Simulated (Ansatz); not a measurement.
# C2H6AlCl (SMILES [CH3][Al]([CH3])[Cl]): HSE06/cc-pVDZ

What is the electronic atomisation energy of C2H6AlCl at HSE06/cc-pVDZ? 

Program for the calculation: Ansatz 0.2.0.

56 further runs of the same task are left out: 56 set aside as unsound or not needed.

### Step 1. The structure to begin with

The species is C2H6AlCl (10 atoms), meant as a singlet with charge 0. As SMILES, `[CH3][Al]([CH3])[Cl]`. The coordinates come from a PBE0-D4/def2-TZVP relaxation.

Bond lengths: C1–Al2 1.942 Å, Al2–C3 1.942 Å, Al2–Cl4 2.114 Å, C1–H5 1.092 Å, C1–H6 1.095 Å, C1–H7 1.095 Å, C3–H8 1.095 Å, C3–H9 1.093 Å, C3–H10 1.094 Å. Some angles: C1–Al2–C3 125.8°, C1–Al2–Cl4 117.8°, C3–Al2–Cl4 116.4°, Al2–C1–H5 112.5°, Al2–C1–H6 110.7°, Al2–C1–H7 110.7°, Al2–C3–H8 110.7°, Al2–C3–H9 112.6°, Al2–C3–H10 110.7°, H5–C1–H6 108.1°.

### Step 2. A single-point energy at HSE06/cc-pVDZ

The input, input.yaml:

```yaml
crystal:
  periodic: [false, false, false]
  atoms:
    - {symbol: C, position_ang: [-0.517700, 1.358200, -0.989200]}
    - {symbol: Al, position_ang: [-0.252300, -0.446600, -0.322400]}
    - {symbol: C, position_ang: [0.742200, -0.932200, 1.273500]}
    - {symbol: Cl, position_ang: [-1.112300, -2.038200, -1.415400]}
    - {symbol: H, position_ang: [-1.121400, 1.383800, -1.898300]}
    - {symbol: H, position_ang: [-1.010200, 1.981400, -0.235400]}
    - {symbol: H, position_ang: [0.443800, 1.835600, -1.206000]}
    - {symbol: H, position_ang: [0.102400, -1.471200, 1.979300]}
    - {symbol: H, position_ang: [1.158700, -0.063300, 1.788800]}
    - {symbol: H, position_ang: [1.566900, -1.607500, 1.025200]}
basis:
  gaussian: {orbitals: cc-pVDZ}
hamiltonian: {xc: hse06}
output: {orbitals: {seedname: orbitals}}
accuracy: high
```

Launch:

```
$ ansatz run input.yaml --threads 1 --pin off --max-ram 3480MiB --events-out events.jsonl --progress --plain --runs-dir runs
```

Output:

```text
Warning: RAYON_NUM_THREADS=1 ignored (pool sized by the plan → 1); use --threads N
Functional definition: HSE06
  name "HSE06"
  parameter a = 0.25
  parameter omega = 0.11/bohr
  exchange = pbe_x - a*pbe_x_sr(omega) + a*exact_x_sr(omega)
  correlation = pbe_c
2223 factors; integrals over basis functions are off by at most 4.2e-9 eV
109 factors; integrals over basis functions are off by at most 1.7e-9 eV
mean field evaluation 1: about -21273.5420 eV, gradient 6.3e1 eV
mean field evaluation 2: about -21269.1769 eV, gradient 7.1e1 eV
mean field evaluation 4: about -21283.3492 eV, gradient 2.4e0 eV
mean field evaluation 8: about -21283.5187 eV, gradient 1.4e-1 eV
mean field evaluation 16: about -21283.5188 eV, gradient 2.2e-5 eV
mean field -21283.51878325 eV, -782.1548887971 hartree, gradient 3.9e-8 eV, S^2 0.000000; 0 other end points of the search recorded, 0 dependent functions left out
reference -21283.51878717 eV, -782.1548889412 hartree; 24, 24 occupied and 70, 70 virtual orbitals, 2223 factors
Total energy: -21283.51878717 eV, -782.1548889412 hartree
```

It took 13 s on 1 thread of Arm Neoverse V1, shared host; peak memory 0.36 GiB.

### Step 3. The Al atom at the same level

The input, job.yaml:

```yaml
crystal:
  periodic: [false, false, false]
  atoms:
    - symbol: Al
      position_ang: [0.000000, 0.000000, 0.000000]
basis:
  gaussian:
    orbitals: cc-pVDZ
magnetization:
  spin_polarized: true
  initial_magnetization: 1
accuracy: high
hamiltonian:
  xc: {name: HSE06}
```

Run the same way, it converges to -242.24027 Eh (log not shown).

### Step 4. The C atom

The input, input.yaml:

```yaml
crystal:
  periodic: [false, false, false]
  atoms:
    - {symbol: C, position_ang: [0.000000, 0.000000, 0.000000]}
basis:
  gaussian:
    orbitals: cc-pVDZ
magnetization:
  spin_polarized: true
  initial_magnetization: 2
hamiltonian:
  xc: {name: HSE06}
accuracy: high
```

Run the same way, it converges to -37.79669 Eh (log not shown).

### Step 5. The Cl atom, same level

The input, input.yaml:

```yaml
crystal:
  periodic: [false, false, false]
  atoms:
    - symbol: Cl
      position_ang: [0.000000, 0.000000, 0.000000]
basis:
  gaussian:
    orbitals: cc-pVDZ
magnetization:
  spin_polarized: true
  initial_magnetization: 1
hamiltonian:
  xc: {name: HSE06}
accuracy: high
```

Launch:

```
$ ansatz run input.yaml --threads 1 --pin off --max-ram 3480MiB --events-out events.jsonl --progress --plain --runs-dir runs
```

Output (excerpt; [...] marks lines left out):

```text
Warning: RAYON_NUM_THREADS=1 ignored (pool sized by the plan → 1); use --threads N
[... 6 set-up lines as earlier in the session ...]
141 factors; integrals over basis functions are off by at most 3.0e-9 eV
35 factors; integrals over basis functions are off by at most 7.1e-10 eV
mean field evaluation 1: about -12516.7008 eV, gradient 3.1e0 eV
mean field evaluation 2: about -12516.7592 eV, gradient 9.0e-1 eV
mean field evaluation 4: about -12516.7642 eV, gradient 3.5e-1 eV
mean field evaluation 8: about -12516.7649 eV, gradient 1.3e-4 eV
mean field evaluation 16: about -12516.7649 eV, gradient 3.4e-9 eV
mean field -12516.76486411 eV, -459.9826245880 hartree, gradient 3.4e-9 eV, S^2 0.752328; 0 other end points of the search recorded, 0 dependent functions left out
reference -12516.76486566 eV, -459.9826246452 hartree; 9, 8 occupied and 9, 10 virtual orbitals, 141 factors
Total energy: -12516.76486566 eV, -459.9826246452 hartree
```

Wall time 1.1 s (1 thread of Arm Neoverse V1, shared host).

### Step 6. The H atom at the same level

The input, molecule.yaml:

```yaml
crystal:
  periodic: [false, false, false]
  atoms:
    - {symbol: H, position_ang: [0.000000, 0.000000, 0.000000]}
basis:
  gaussian:
    orbitals: cc-pVDZ
magnetization:
  spin_polarized: true
  initial_magnetization: 1
hamiltonian:
  xc: {name: HSE06}
accuracy: high
```

Run the same way, it converges to -0.50000 Eh (log not shown).

### Step 7. Results

At HSE06/cc-pVDZ:

| quantity | value |
| --- | --- |
| molecule: total energy | -782.15489 Eh |
| molecule: HOMO energy | -7.41 eV |
| molecule: LUMO energy | -0.98 eV |
| molecule: HOMO–LUMO gap | 6.43 eV |
| Al atom: total energy | -242.24027 Eh |
| Al atom: ⟨S²⟩ | 0.756 |
| C atom: total energy | -37.79669 Eh |
| C atom: ⟨S²⟩ | 2.003 |
| Cl atom: total energy | -459.98262 Eh |
| Cl atom: ⟨S²⟩ | 0.752 |
| H atom: total energy | -0.50000 Eh |
| H atom: ⟨S²⟩ | 0.750 |
| electronic atomisation energy | 36.425 eV |

**Reading.** Taking the molecule apart into free atoms costs 36.43 eV (840 kcal/mol), before zero-point energy and without spin-orbit coupling.
